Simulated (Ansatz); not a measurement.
# Ga (I-43d): comparison of functionals at one structure in Python

How far apart do the functionals lie for Ga (I-43d) at one structure? Wanted for Ga (I-43d): a comparison of functionals at one structure.

All numbers are computed with Ansatz 0.2.0 through its Python package. The levels of theory stand in the script.

## Step 1: The system

The structure is cubic, space group I-43d (No. 220). Conventional cell: a = 5.951 Å, b = 5.951 Å, c = 5.951 Å, α = 90.00°, β = 90.00°, γ = 90.00°. Ga (site symmetry -4) has 8 Ga at 2.78 Å as nearest neighbours.

No structure file is read: the coordinates are typed or built in the script.

## Step 2: The script

Contents of run_xc.py:

```python
"""Functional comparison for Ga (totals differ with the potentials too)."""

import ansatz as az

xtal = (
    az.Lattice.of((-2.9755, 2.9755, 2.9755), (2.9755, -2.9755, 2.9755), (2.9755, 2.9755, -2.9755))
    .atom("Ga", (0.25, 0.625, 0.375))
    .atom("Ga", (0.375, 0.25, 0.625))
    .atom("Ga", (0.75, 0.875, 0.125))
    .atom("Ga", (0.125, 0.75, 0.875))
    .atom("Ga", (0.625, 0.375, 0.25))
    .atom("Ga", (0.875, 0.125, 0.75))
)

calc = (
    xtal.calculation()
    .basis(500)
    .kpoints(length=17)
    .occupations("cold", width=0.15)
    .scf(algorithm="density_mixing", self_checks="low")
    .stress()
)

rows = []
for value in ["pbesol", "lda", "r2scan"]:
    r = calc.functional(value).run(threads=1, backend="cpu").report
    rows.append((value, r["free_energy_ev"] / len(r["lattice"]["sites"]), r["n_iterations"], sum(r["stress_gpa"][i][i] for i in range(3)) / 3, r["n_kpoints"]))

print("  functional   F/atom (eV)    iterations       P (GPa)      k-points")
for row in rows:
    print(f"{str(row[0]):>12s}  {row[1]:12.5f}  {row[2]:12d}  {row[3]:12.3f}  {row[4]:12d}")
```

## Step 3: What the engine is handed

The package turns the script's settings into the engine's input (first run):

```yaml
crystal:
  lattice:
    - [-2.9755, 2.9755, 2.9755]
    - [2.9755, -2.9755, 2.9755]
    - [2.9755, 2.9755, -2.9755]
  atoms:
    - { symbol: Ga, position: [0.25, 0.625, 0.375] }
    - { symbol: Ga, position: [0.375, 0.25, 0.625] }
    - { symbol: Ga, position: [0.75, 0.875, 0.125] }
    - { symbol: Ga, position: [0.125, 0.75, 0.875] }
    - { symbol: Ga, position: [0.625, 0.375, 0.25] }
    - { symbol: Ga, position: [0.875, 0.125, 0.75] }
basis:
  ecutwfc: 500.0
kpoints:
  mp_grid:
    grid: [4, 4, 4]
hamiltonian:
  xc: pbesol
scf:
  algorithm: density_mixing
  self_checks: low
  occupations:
    method: cold
    width: 0.15
output:
  stress: true
```

## Step 4: Launch

The run is started by

```
> python run_xc.py
```

Output:

```text
  functional   F/atom (eV)    iterations       P (GPa)      k-points
      pbesol   -3743.20045             7         1.223             8
         lda   -3706.95886             8        -1.043             8
      r2scan   -3790.16132             7         1.485             8
```

Run time: 13 s. Hardware: 1 thread of Arm Neoverse V2, shared host; peak memory 0.63 GiB.

## Step 5: Inputs of later runs

The engine's inputs for the other runs:

Run 2, against run 1:

```diff
@@ -19 +19 @@
-  xc: pbesol
+  xc: lda
```

Run 3, against run 1:

```diff
@@ -19 +19 @@
-  xc: pbesol
+  xc: r2scan
```

## Step 6: The engine's runs

The 3 runs, in the order started:

```tsv
run	functional	energy (eV/atom)	pressure (GPa)	SCF cycles	CPU time (s)
1	pbesol	-3743.2005	1.22	7	3.1
2	lda	-3706.9589	-1.04	8	3
3	r2scan	-3790.1613	1.48	7	6.2
```

Energies are free energies F = E - TS of the smeared occupations. Totals hang on method, basis and potentials, so only like runs compare.

## Step 7: Summary of results

| quantity | value |
| --- | --- |
| runs compared | 3 |
| pressure at this cell | -1.0 (lda) to 1.5 GPa (r2scan) |

**Reading.** From lowest to highest: LDA (-1.0 GPa), PBEsol (1.2 GPa) and r2SCAN (1.5 GPa). At a fixed cell a lower pressure usually means a smaller equilibrium volume, so LDA prefers the smallest cell and r2SCAN the largest. Reading the output:
- The mesh is modest for a metal, so energies can be off by several to tens of meV an atom and pressures by half a GPa or more; differences at equal mesh fare better.
- Pressure is positive in compression.
- This isn't the structure that Ga takes at ambient conditions.
- Total energies of different functionals can't be compared; pressures, moments and gaps at this one structure can.
